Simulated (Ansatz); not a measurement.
# ZrN2 (quintet): relaxing a cheap start

Where does this start of ZrN2 (quintet) end when it is relaxed?

Computed with Ansatz 0.2.0, Gaussian basis. Level: UKS PBE0/def2-TZVP.

### 1 Starting geometry

3 atoms, charge 0, spin multiplicity 5.

Atoms are counted from 1 here; the program's logs count them from 0.

Bond lengths: Zr1–N2 1.946 Å, Zr1–N3 1.946 Å. Angles: N2–Zr1–N3 86.4°.

As a file:

| atom | x (Å) | y (Å) | z (Å) |
| --- | --- | --- | --- |
| Zr1 | 0.0097 | 0.0003 | -0.3331 |
| N2 | -0.0406 | 1.3308 | 1.0858 |
| N3 | -0.0229 | -1.3329 | 1.0838 |

The start was built by rule and, where that kept it together, relaxed with GFN2-xTB. Sticks and bond lists go by distance. No spin-orbit coupling is included. Elements past krypton take def2 core potentials.

### 2 The run

The input, in.yaml:

```yaml
crystal:
  periodic: [false, false, false]
  atoms:
    - {symbol: Zr, position_ang: [0.009745, 0.000318, -0.333134]}
    - {symbol: N, position_ang: [-0.040569, 1.330796, 1.085841]}
    - {symbol: N, position_ang: [-0.022899, -1.332865, 1.083818]}
basis:
  gaussian: {orbitals: def2-TZVP}
magnetization: {spin_polarized: true, initial_magnetization: 4}
hamiltonian: {xc: pbe0}
relax: {f_tol: 0.004, max_steps: 80}
```

Run with:

```sh
> ansatz run in.yaml --threads 1 --pin off --events-out ev --progress --plain --max-ram 2176MiB
```

What does the calculation give? Wanted: energy gained; shift from the start; total energy; dipole moment; ⟨S²⟩.

As calculated:

| quantity | value |
| --- | --- |
| steps | 5 |
| energy gained | 0.075 eV |
| shift from the start (rms) | 0.136 Å |
| total energy | -4250.9461 eV |
| dipole moment | 5.38 D |
| ⟨S²⟩ | 6.074 |

What this shows: The bonds of the start are those of the end. Zr1–N2 went from 1.946 to 1.953 Å. No vibrations were run, so this is a stationary point, not a proven minimum, and this spin need not be the ground state's.
